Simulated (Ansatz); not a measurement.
# NiO: the cost of one run

Program: Ansatz 0.2.0. Level of theory: DFT PBE, PAW, plane waves, scalar-relativistic. These are calculated values, not measurements.

### 1 The system as given

The structure is cubic, space group Fm-3m (No. 225). The conventional cell has a = 4.190 Å, b = 4.190 Å, c = 4.190 Å, α = 90.00°, β = 90.00°, γ = 90.00°. Ni (site symmetry m-3m) is surrounded by 6 O at 2.10 Å. O (site symmetry m-3m) is surrounded by 6 Ni at 2.10 Å.

Coordinates:

```cif
data_structure
_symmetry_space_group_name_H-M 'P 1'
_symmetry_Int_Tables_number 1
_cell_length_a 5.1318
_cell_length_b 2.9628
_cell_length_c 2.9628
_cell_angle_alpha 90.000
_cell_angle_beta 54.736
_cell_angle_gamma 90.000
_cell_volume 36.78
loop_
_atom_site_label
_atom_site_type_symbol
_atom_site_fract_x
_atom_site_fract_y
_atom_site_fract_z
_atom_site_occupancy
Ni1 Ni 0.00000 0.00000 0.00000 1
Ni2 Ni 0.50000 0.50000 0.00000 1
O1 O 0.00000 0.50000 0.50000 1
O2 O 0.50000 0.00000 0.50000 1
```

In tables a label like O4 counts atoms in the order of input.yaml; a structure file may count by element.

Known so far: 8 plain starts ended in 4 states. The lowest came from “parallel moments scaled by 0.03, plain SCF [Ni1 0.06, Ni2 0.06 μB]”: ferromagnetic, site moments Ni1 1.44, Ni2 1.44, O3 0.29, O4 0.29 μB, total 3.58 μB per cell, no gap on the k-mesh, free energy -12811.3483 eV.

Runs to come: parallel moments, default search for lower states; opposed moments +-, default search for lower states; the moments typed in its input, symmetry off, plain SCF; the moments typed in its input, standard search for lower states; the moments typed in its input, symmetry off, default search.

“Plain SCF” means no search for lower states. The default search lets the program follow hints of a lower state (another filling of open shells, a soft direction), where it sees any. The standard and full searches may also try other magnetic orders and fillings, and need not reach the lowest state. With a search on, the program may also reshape the start on open shells. 

Site moments are integrals over atomic spheres and don't add up to the total.

### 2 Parallel moments, default search for lower states

input.yaml reads:

```yaml
crystal:
  lattice:
    - [-2.09503, -2.09503, -4.19006]
    - [2.09503, -2.09503, 0.0]
    - [-2.09503, -2.09503, 0.0]
  atoms:
    - { symbol: Ni, position: [0.0, 0.0, 0.0], spin: 2.0 }
    - { symbol: Ni, position: [0.5, 0.5, 0.0], spin: 2.0 }
    - { symbol: O, position: [0.0, 0.5, 0.5] }
    - { symbol: O, position: [0.5, 0.0, 0.5] }
magnetization:
  spin_polarized: true
hamiltonian:
  xc: pbe
  pseudopotentials: { kind: paw }
basis:
  ecutwfc: 420
kpoints:
  mp_grid: { grid: [6, 8, 9] }
scf:
  occupations: { method: gaussian, width: 0.03 }
output:
  forces: true
  stress: true
```

What time and memory should one allow on 2 threads of an x86-64 CPU, shared host?

About 9.1 s, with a peak of 0.57 GiB.
